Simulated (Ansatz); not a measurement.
This script for a comparison of functionals at one structure of Li5Mg, space group P-62m with the Python package of Ansatz (0.2.0) holds a mistake.

`xc_li5mg.py`:
```python
# -*- coding: utf-8 -*-
"""Functional comparison for Li5Mg (totals differ with the potentials too)."""

import ansatz as az

config = {
    "ecut": 420,
    "k_length": 22,
    "smearing": "Fermi-Dirac",
    "width_ev": 0.1,
    "tolerance": 1e-08,
    "max_scf": 90,
}

lattice = az.Lattice.of(
    [2.791067, 0.0, 0.0],
    [-1.395534, 2.417135, 0.0],
    [0.0, 0.0, 2.674153],
)
sites = [
    ("Li", [0.332251, 0.0, 0.0]),
    ("Li", [2 / 3, 1 / 3, 0.5]),
    ("Li", [0.667749, 0.667749, 0.0]),
    ("Li", [1 / 3, 2 / 3, 0.5]),
    ("Li", [0.0, 0.332251, 0.0]),
    ("Mg", [0.0, 0.0, 0.5]),
]
system = az.Crystal(lattice=lattice)
for symbol, position in sites:
    system = system.atom(symbol, position)

job = (
    system.calculation()
    .pseudopotentials("paw")
    .basis(config["ecut"])
    .kpoints(length=config["k_length"])
    .occupations(config["smearing"], width=config["width_ev"])
    .scf(tolerance=config["tolerance"], max_iterations=config["max_scf"])
    .stress()
)

rows = []
for value in ["blyp", "lda", "pbesol"]:
    data = job.functional(value).run().report
    rows.append((value, data["free_energy_ev"] / len(data["lattice"]["sites"]), data["n_iterations"], sum(data["stress_gpa"][i][i] for i in range(3)) / 3, data["n_kpoints"]))

print("  functional   F/atom (eV)    iterations       P (GPa)      k-points")
for row in rows:
    print(f"{str(row[0]):>12s}  {row[1]:12.5f}  {row[2]:12d}  {row[3]:12.3f}  {row[4]:12d}")
```

Running `python xc_li5mg.py` prints:
```text
DeckWarning: output.stress: scf.convergence.dr2_threshold = 1e-8 eV is looser than the 6e-10 eV advised for a printed stress (1e-10 eV for each atom of the cell: 6). What an SCF threshold leaves in a stress goes as its square root, and in the free energy as the threshold itself, and one threshold admits the most on a small cell: of the crystals measured, under no hybrid functional and no lock of the moments, on runs that ended without the residual-converged pass, on stresses that held no [...]
  functional   F/atom (eV)    iterations       P (GPa)      k-points
        blyp    -481.82297            12       796.690            60
         lda    -475.53904            10       742.323            60
      pbesol    -477.92318             9       772.198            60
```
(Warnings from the package without file and line, shortened.)

No error stopped it. What is wrong with the input all the same?

The fault: the cell is far too small. The correction:

Script `xc_li5mg.py`:
```python
# -*- coding: utf-8 -*-
"""Functional comparison for Li5Mg (totals differ with the potentials too)."""

import ansatz as az

config = {
    "ecut": 420,
    "k_length": 22,
    "smearing": "Fermi-Dirac",
    "width_ev": 0.1,
    "tolerance": 1e-08,
    "max_scf": 90,
}

lattice = az.Lattice.of(
    [5.274126, 0.0, 0.0],
    [-2.637063, 4.567527, 0.0],
    [0.0, 0.0, 5.053199],
)
sites = [
    ("Li", [0.332251, 0.0, 0.0]),
    ("Li", [2 / 3, 1 / 3, 0.5]),
    ("Li", [0.667749, 0.667749, 0.0]),
    ("Li", [1 / 3, 2 / 3, 0.5]),
    ("Li", [0.0, 0.332251, 0.0]),
    ("Mg", [0.0, 0.0, 0.5]),
]
system = az.Crystal(lattice=lattice)
for symbol, position in sites:
    system = system.atom(symbol, position)

job = (
    system.calculation()
    .pseudopotentials("paw")
    .basis(config["ecut"])
    .kpoints(length=config["k_length"])
    .occupations(config["smearing"], width=config["width_ev"])
    .scf(tolerance=config["tolerance"], max_iterations=config["max_scf"])
    .stress()
)

rows = []
for value in ["blyp", "lda", "pbesol"]:
    data = job.functional(value).run().report
    rows.append((value, data["free_energy_ev"] / len(data["lattice"]["sites"]), data["n_iterations"], sum(data["stress_gpa"][i][i] for i in range(3)) / 3, data["n_kpoints"]))

print("  functional   F/atom (eV)    iterations       P (GPa)      k-points")
for row in rows:
    print(f"{str(row[0]):>12s}  {row[1]:12.5f}  {row[2]:12d}  {row[3]:12.3f}  {row[4]:12d}")
```

The mended script runs so:

`python xc_li5mg.py` gives:
```text
DeckWarning: output.stress: scf.convergence.dr2_threshold = 1e-8 eV is looser than the 6e-10 eV advised for a printed stress (1e-10 eV for each atom of the cell: 6). What an SCF threshold leaves in a stress goes as its square root, and in the free energy as the threshold itself, and one threshold admits the most on a small cell: of the crystals measured, under no hybrid functional and no lock of the moments, on runs that ended without the residual-converged pass, on stresses that held no [...]
  functional   F/atom (eV)    iterations       P (GPa)      k-points
        blyp    -491.96005             8         0.019            15
         lda    -485.00111             7        -1.116            15
      pbesol    -487.87132             7        -0.131            15
```
(Warnings from the package without file and line, shortened.)

BLYP can be off by several per cent in the lattices of metals, and by several GPa in the pressure at a fixed cell. The mesh is modest for a metal, so energies can be off by several to tens of meV an atom and pressures by half a GPa or more; differences at equal mesh fare better. Pressure is positive in compression. The structure comes from a database of computed cells and needn't be a stable or known phase. Total energies of different functionals can't be compared; pressures, moments and gaps at this one structure can. The whole script took 9.4 s on 1 thread of Arm Neoverse V1, on a shared host, peak memory 0.37 GiB.

(A comment or docstring line of the script was reworded after the run, the code is as it ran; lines on the test bed's own set-up are left out of the output.)
